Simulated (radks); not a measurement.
# Exchange and kinetic functionals tested on atomic densities: Yb, Cd, B⁺, Sn³⁺, Pr³⁶⁺

Aim: take each self-consistent density and evaluate many functionals on it, against the exact exchange and kinetic energies of the same orbitals. Every spin shell is full or empty, so the densities are truly spherical.

Method: non-relativistic Kohn-Sham, PBE, spin-polarised, spherical densities, point nucleus; open shells are filled with parallel spins first. Code: radks (a radial shooting solver on a logarithmic mesh, Libxc functionals) version 1.

**1. The system**

* species: Yb ([Xe] 4f14 6s2), Cd ([Kr] 4d10 5s2), B⁺ ([He] 2s2), Sn³⁺ ([Kr] 4d10 5s1), Pr³⁶⁺ ([Ar] 3d5)

**2. Yb, [Xe] 4f14 6s2**

The run's settings:

```text
Z 70
configuration [Xe] 4f14 6s2
relativity non-relativistic
functional pbe,pbe
spin polarised
nucleus point
```

**3. Cd, [Kr] 4d10 5s2**

The run's settings:

```text
Z 48
configuration [Kr] 4d10 5s2
relativity non-relativistic
functional pbe,pbe
spin polarised
nucleus point
```

**4. B⁺, [He] 2s2**

The run's settings:

```text
Z 5
configuration [He] 2s2
relativity non-relativistic
functional pbe,pbe
spin polarised
nucleus point
```

**5. Sn³⁺, [Kr] 4d10 5s1**

The run's settings:

```text
Z 50
configuration [Kr] 4d10 5s1
relativity non-relativistic
functional pbe,pbe
spin polarised
nucleus point
```

**6. Pr³⁶⁺, [Ar] 3d5**

The run's settings:

```text
Z 59
configuration [Ar] 3d5
relativity non-relativistic
functional pbe,pbe
spin polarised
nucleus point
```

Before running it: what results should come out? Wanted: for each run, error in magnitude; Yb; Cd; B⁺; Sn³⁺; Pr³⁶⁺.

As calculated:

```tsv
error in magnitude (%)	Yb	Cd	B⁺	Sn³⁺	Pr³⁶⁺
exchange, LDA	-3.79	-4.89	-12.96	-4.88	-5.90
exchange, PBEsol	-1.63	-2.26	-5.31	-2.29	-2.74
exchange, PW86	-0.05	-0.13	+0.74	-0.21	-0.19
exchange, SOGGA	-1.64	-2.27	-5.45	-2.30	-2.77
exchange, B86b	+0.29	+0.04	-0.10	-0.02	-0.12
exchange, APBE	+0.56	+0.36	+0.62	+0.29	+0.23
exchange, r2SCAN	+0.05	-0.07	-0.32	-0.11	-0.15
exchange, TASK	-1.79	-2.25	-2.47	-2.22	-2.23
exchange, MVS	+0.25	+0.09	-0.46	+0.07	-0.12
kinetic, Thomas-Fermi	-4.89	-5.35	-10.35	-5.29	-5.74
kinetic, TF + vW	+32.19	+36.76	+81.45	+36.29	+38.90
kinetic, TF + vW/9	-0.77	-0.67	-0.15	-0.67	-0.78
kinetic, TF + vW/5	+2.53	+3.07	+8.01	+3.03	+3.19
kinetic, APBEK	-0.02	+0.13	-0.14	+0.13	-0.00
kinetic, Thakkar	-0.81	-0.55	+0.06	-0.56	-0.63
kinetic, Pearson	-0.94	-0.92	-4.38	-0.91	-1.17
kinetic, LKT	+16.70	+19.49	+52.83	+19.21	+20.97
kinetic, PG1	+13.02	+15.33	+45.49	+15.10	+16.62
```

**Reading.** Negative means that the magnitude is too small. For exchange the mean absolute error is least for B86b (0.12 %) and largest for LDA (6.49 %). Among the orbital-free kinetic functionals APBEK (0.09 %) does best and TF + vW (45.12 %) worst. The functionals are evaluated on one density each, not self-consistently.
